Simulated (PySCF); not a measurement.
# C₆H₁₁FO: magnetic properties

Aim: compute the magnetic properties of C₆H₁₁FO (`F[C@H]1CCCOCC1`).

Computed with PySCF 2.14.0 and routines of our own; the level stands in each step. Atoms count from 0.

## (1) The system as given

19 atoms, charge 0, multiplicity 1; geometry from: GFN2-xTB.

## (2) Magnetic properties: GIAO B3LYP/pcSseg-1

The job: settings as JSON, then the geometry in Å.

```
{"job": {"kind": "mag", "xc": "B3LYP", "basis": "pcSseg-1", "isotopologues": 2}, "charge": 0, "multiplicity": 1}
F     -0.510517    -1.863644    -1.157034
C     -0.811838    -1.303757     0.077321
C      0.492012    -1.059088     0.839179
C      1.502666    -0.240158     0.032733
C      1.299835     1.274627     0.168022
O     -0.041674     1.697702     0.246202
C     -0.917944     1.139714    -0.707819
C     -1.676755    -0.066400    -0.143454
H     -1.405317    -2.068576     0.597958
H      0.931230    -2.031604     1.070096
H      0.255093    -0.554738     1.776511
H      1.436718    -0.539616    -1.014467
H      2.514146    -0.468879     0.371894
H      1.744861     1.632607     1.100460
H      1.805028     1.778419    -0.672013
H     -1.643129     1.924518    -0.947956
H     -0.388129     0.867274    -1.626768
H     -2.481817    -0.330113    -0.831806
H     -2.114273     0.220962     0.813480
```

Level: GIAO B3LYP/pcSseg-1 magnetisability, rotational g tensor and spin-rotation constants, non-relativistic, gas phase.

On the command line:

```bash
$ OMP_NUM_THREADS=1 python excited_run.py task.json out
```

One launch serves the whole session: the jobs run in the order shown.

The log of the run:

```text
coarse grid: 15512 points
cycle   1  E = -410.0889993227  dE =  9.196e-01  |g| = 7.744e-01  |ddm| = 3.747e+00
cycle   2  E = -409.9700941931  dE =  1.189e-01  |g| = 1.151e+00  |ddm| = 1.694e+00
cycle   3  E = -410.1960282375  dE = -2.259e-01  |g| = 1.126e-01  |ddm| = 1.154e+00
cycle   4  E = -410.1980903417  dE = -2.062e-03  |g| = 4.842e-02  |ddm| = 1.138e-01
cycle   5  E = -410.1985773754  dE = -4.870e-04  |g| = 9.431e-03  |ddm| = 4.310e-02
cycle   6  E = -410.1985914248  dE = -1.405e-05  |g| = 3.460e-03  |ddm| = 9.098e-03
cycle   7  E = -410.1985934996  dE = -2.075e-06  |g| = 5.531e-04  |ddm| = 2.654e-03
final grid: 149152 points
cycle   8  E = -410.2809630692  dE = -6.993e-05  |g| = 8.801e-03  |ddm| = 3.495e-02
cycle   9  E = -410.2809470258  dE =  1.604e-05  |g| = 1.280e-02  |ddm| = 1.565e-02
cycle  10  E = -410.2809799768  dE = -3.295e-05  |g| = 1.149e-03  |ddm| = 9.297e-03
cycle  11  E = -410.2809801894  dE = -2.126e-07  |g| = 3.460e-04  |ddm| = 1.231e-03
cycle  12  E = -410.2809802117  dE = -2.228e-08  |g| = 7.155e-05  |ddm| = 3.705e-04
cycle  13  E = -410.2809802125  dE = -8.569e-10  |g| = 3.190e-05  |ddm| = 8.666e-05
cycle  14  E = -410.2809802127  dE = -1.622e-10  |g| = 4.987e-06  |ddm| = 2.498e-05
converged SCF energy = -410.2809802127

Magnetisability tensor (1e-30 J/T^2)
    -1288.84        9.80      -26.65
        9.80    -1244.96       -8.49
      -26.65       -8.49    -1243.58
isotropic -1259.13   principal values   -1301.69  -1251.34  -1224.34
isotropic susceptibility -75.826 1e-6 cm^3/mol

Inertial axes            a          b          c
rot. const./GHz      2.9269     1.9529     1.4483
chi total           -75.375    -77.968    -74.136
chi diamagnetic    -539.231   -703.938   -927.823
chi paramagnetic    463.856    625.970    853.687
quadrupole/D A       -6.499      5.119      1.380
g nuclear            0.6251     0.5619     0.5706
g electronic        -0.6378    -0.5743    -0.5809
g total             -0.0127    -0.0124    -0.0103

Spin-rotation constants (kHz, H = +C I.J)
atom  isotope        aa         bb         cc
  0    19F        1.225      0.593      1.112
  8     1H        0.005     -0.182     -0.053
  9     1H       -0.173     -0.022     -0.161
 10     1H       -0.222     -0.214     -0.009
 11     1H       -0.233     -0.195      0.008
 12     1H       -0.307      0.046     -0.167
 13     1H       -0.097     -0.179     -0.036
 14     1H       -0.199     -0.208      0.041
 15     1H       -0.261      0.076     -0.143
 16     1H       -0.314     -0.160      0.049
 17     1H       -0.169     -0.066     -0.139
 18     1H       -0.320     -0.202      0.029
  1    13C*       0.863      0.559      0.302
  2    13C*       0.509      0.341      0.246
  3    13C*       0.440      0.295      0.255
  4    13C*       0.743      0.358      0.374
  5    17O*      -0.199     -0.225     -0.123
  6    13C*       0.612      0.435      0.337
  7    13C*       0.545      0.387      0.269
* in the singly substituted isotopologue

Isotopologues: g along a, b, c
2H    at 8,9,10,11,12,1    -0.0109    -0.0108    -0.0088
13C   at 1                 -0.0128    -0.0123    -0.0102
```

Wall time 66 s (1 thread of Arm Neoverse N1, shared host); peak memory 0.96 GiB.

From this job:

```
              quantity                      value
       magnetisability           -1259·10⁻³⁰ J/T²
  molar susceptibility         -75.8·10⁻⁶ cm³/mol
rotational g (a, b, c)  -0.0127, -0.0124, -0.0103
```

## (3) Magnetic properties: GIAO KT3/6-31++G** in methanol

Settings changed since step 2:

```diff
@@ -1,2 +1,2 @@
-{"job": {"kind": "mag", "xc": "B3LYP", "basis": "pcSseg-1", "isotopologues": 2}, "charge": 0, "multiplicity": 1}
+{"job": {"kind": "mag", "xc": "KT3", "basis": "6-31++G**", "solvent": "methanol", "scf": {"aux": "def2-qzvpp-jkfit"}}, "charge": 0, "multiplicity": 1}
 F     -0.510517    -1.863644    -1.157034
```

With the program's defaults for keys left out, this is: GIAO KT3/6-31++G** magnetisability, non-relativistic, IEF-PCM methanol.

The log of the run:

```text
final grid: 149152 points
cycle   1  E = -416.1922200808  dE =  7.746e-01  |g| = 8.365e-01  |ddm| = 4.263e+00
cycle   2  E = -415.8209819348  dE =  3.712e-01  |g| = 1.593e+00  |ddm| = 9.849e+00
cycle   3  E = -416.3320241794  dE = -5.110e-01  |g| = 1.851e-01  |ddm| = 8.934e+00
cycle   4  E = -416.3387062721  dE = -6.682e-03  |g| = 7.531e-02  |ddm| = 3.666e-01
cycle   5  E = -416.3398963573  dE = -1.190e-03  |g| = 1.947e-02  |ddm| = 1.395e-01
cycle   6  E = -416.3399598143  dE = -6.346e-05  |g| = 7.891e-03  |ddm| = 4.058e-02
cycle   7  E = -416.3399721135  dE = -1.230e-05  |g| = 1.189e-03  |ddm| = 1.099e-02
cycle   8  E = -416.3399723461  dE = -2.327e-07  |g| = 4.445e-04  |ddm| = 3.236e-03
cycle   9  E = -416.3399723964  dE = -5.025e-08  |g| = 6.779e-05  |ddm| = 1.011e-03
cycle  10  E = -416.3399723975  dE = -1.076e-09  |g| = 8.030e-06  |ddm| = 1.784e-04
cycle  11  E = -416.3399723975  dE = -9.209e-12  |g| = 4.175e-06  |ddm| = 2.916e-05
converged SCF energy = -416.3399723975

Magnetisability tensor (1e-30 J/T^2)
    -1262.49        8.15      -27.82
        8.15    -1216.44       -4.66
      -27.82       -4.66    -1211.76
isotropic -1230.23   principal values   -1275.31  -1218.83  -1196.55
isotropic susceptibility -74.086 1e-6 cm^3/mol

Inertial axes            a          b          c
rot. const./GHz      2.9269     1.9529     1.4483
chi total           -73.673    -76.339    -72.247
chi diamagnetic    -537.340   -703.418   -926.858
chi paramagnetic    463.667    627.079    854.612
quadrupole/D A       -7.800      6.147      1.653
```

It took 69 s on 1 thread of Arm Neoverse N1, shared host; peak memory 0.81 GiB.

In short:

```
            quantity               value
     magnetisability    -1230·10⁻³⁰ J/T²
molar susceptibility  -74.1·10⁻⁶ cm³/mol
```

## (4) Magnetic properties: common gauge origin mPW1PW91/6-311G**

Settings changed since step 3:

```diff
@@ -1,2 +1,2 @@
-{"job": {"kind": "mag", "xc": "KT3", "basis": "6-31++G**", "solvent": "methanol", "scf": {"aux": "def2-qzvpp-jkfit"}}, "charge": 0, "multiplicity": 1}
+{"job": {"kind": "mag", "xc": "mPW1PW91", "basis": "6-311G**", "gauge": [2, 0, 0], "scf": {"max_cycle": 68}}, "charge": 0, "multiplicity": 1}
 F     -0.510517    -1.863644    -1.157034
```

Level: common gauge origin mPW1PW91/6-311G** magnetisability, rotational g tensor and spin-rotation constants, non-relativistic, gas phase.

The log of the run:

```text
final grid: 149152 points
cycle   1  E = -410.2277687951  dE =  9.949e-01  |g| = 7.477e-01  |ddm| = 3.307e+00
cycle   2  E = -410.1392083621  dE =  8.856e-02  |g| = 1.061e+00  |ddm| = 1.523e+00
cycle   3  E = -410.3268092268  dE = -1.876e-01  |g| = 9.287e-02  |ddm| = 1.001e+00
cycle   4  E = -410.3281344366  dE = -1.325e-03  |g| = 4.516e-02  |ddm| = 9.039e-02
cycle   5  E = -410.3285654485  dE = -4.310e-04  |g| = 8.315e-03  |ddm| = 4.040e-02
cycle   6  E = -410.3285766689  dE = -1.122e-05  |g| = 2.828e-03  |ddm| = 8.118e-03
cycle   7  E = -410.3285780083  dE = -1.339e-06  |g| = 5.692e-04  |ddm| = 2.169e-03
cycle   8  E = -410.3285780662  dE = -5.797e-08  |g| = 1.493e-04  |ddm| = 6.057e-04
cycle   9  E = -410.3285780704  dE = -4.190e-09  |g| = 4.771e-05  |ddm| = 1.638e-04
cycle  10  E = -410.3285780710  dE = -5.150e-10  |g| = 4.599e-06  |ddm| = 3.697e-05
converged SCF energy = -410.3285780710

Magnetisability tensor (1e-30 J/T^2)
    -3227.93      278.88      414.12
      278.88    -5566.53       -0.90
      414.12       -0.90    -7055.67
isotropic -5283.38   principal values   -7100.58  -5597.74  -3151.81
isotropic susceptibility -318.172 1e-6 cm^3/mol

Inertial axes            a          b          c
rot. const./GHz      2.9269     1.9529     1.4483
chi total          -301.017   -235.209   -418.291
chi diamagnetic    -537.655   -702.196   -926.075
chi paramagnetic    236.638    466.987    507.784
quadrupole/D A       -6.308      5.028      1.280
g nuclear            0.6251     0.5619     0.5706
g electronic        -0.3254    -0.4284    -0.3455
g total              0.2997     0.1335     0.2251

Spin-rotation constants (kHz, H = +C I.J)
atom  isotope        aa         bb         cc
  0    19F        1.152      0.751      1.139
  8     1H        0.115      0.165      0.147
  9     1H       -0.548      0.050     -0.362
 10     1H       -0.157     -0.226     -0.329
 11     1H       -0.781     -0.547     -0.386
 12     1H       -0.733     -0.142     -0.472
 13     1H       -0.503     -0.119     -0.270
 14     1H       -0.658     -0.333     -0.146
 15     1H        0.729     -0.129      0.248
 16     1H       -0.569     -0.511     -0.173
 17     1H        0.544     -0.079      0.312
 18     1H        0.381     -0.198      0.112
  1    13C*       0.737      0.475      0.217
  2    13C*       0.364      0.264      0.116
  3    13C*       0.242      0.167      0.113
  4    13C*       0.485      0.284      0.233
  5    17O*      -0.206     -0.185     -0.139
  6    13C*       0.642      0.293      0.310
  7    13C*       0.615      0.297      0.254
* in the singly substituted isotopologue
```

Wall time 38 s (1 thread of Arm Neoverse N1, shared host); peak memory 0.87 GiB.

A normal end doesn't make this result sound: a common gauge origin replaces GIAOs, so the magnetic properties depend on where the origin lies.

## (5) Outcome

| quantity | value |
| --- | --- |
| magnetisability (step 2, GIAO B3LYP/pcSseg-1) | -1259·10⁻³⁰ J/T² |
| molar susceptibility (step 2, GIAO B3LYP/pcSseg-1) | -75.8·10⁻⁶ cm³/mol |
| rotational g (a, b, c) (step 2, GIAO B3LYP/pcSseg-1) | -0.0127, -0.0124, -0.0103 |
| runs | 0 failed, 1 ended on unsound input |

**Reading.** The values above hold for this geometry and these levels alone. Vibrational averaging and real surroundings are missing from these values.
